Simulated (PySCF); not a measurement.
# BiH3N (Bi(NH3)3+): the cost of one run

Computed with PySCF 2.14.0. Level: PBE0, Bi def2-SVP with ECP60, N def2-SVP, H def2-SVP; scalar-relativistic core potentials, no spin–orbit coupling.

## Step 1: Where the work starts

5 atoms, charge 3, spin multiplicity 1.

Bond lengths: Bi1–N2 2.360 Å, N2–H3 1.020 Å, N2–H4 1.020 Å, N2–H5 1.020 Å. Angles: Bi1–N2–H3 113.0°, Bi1–N2–H4 113.0°, Bi1–N2–H5 113.0°, H3–N2–H4 105.8°, H3–N2–H5 105.8°, H4–N2–H5 105.8°.

Coordinates:

```
Bi    0.0000    0.0000    0.0000
N     0.0000    0.0000    2.3600
H     0.9392    0.0000    2.7580
H    -0.4696    0.8133    2.7580
H    -0.4696   -0.8133    2.7580
```

Formal oxidation states: Bi +3.

## Step 2: SCF at the start, singlet

Contents of run.py (the lines that set the calculation):

```python
mol = gto.M(atom='''
Bi     0.00000     0.00000     0.00000
N      0.00000     0.00000     2.36000
H      0.93920     0.00000     2.75800
H     -0.46960     0.81330     2.75800
H     -0.46960    -0.81330     2.75800''',
    basis={'Bi': 'def2-SVP', 'N': 'def2-SVP', 'H': 'def2-SVP'},
    ecp={'Bi': 'def2-SVP'},
    charge=3, spin=0)
mf = dft.RKS(mol, xc='PBE0')
mf.grids.atom_grid = (50, 194)
mf = mf.density_fit()  # fitting sets: Bi def2-universal-JKFIT, N def2-universal-JKFIT, H def2-universal-JKFIT
mf.conv_tol = 1e-08; mf.max_cycle = 55
mf.kernel(dm0)  # dm0: free metal ions and neutral atoms
```

The run is started by

```bash
$ OMP_NUM_THREADS=2 python run.py
```

Q: Estimate wall time and peak memory on 2 threads of Arm Neoverse N1, shared host.

About 1.5 s, with a peak of 0.31 GiB.
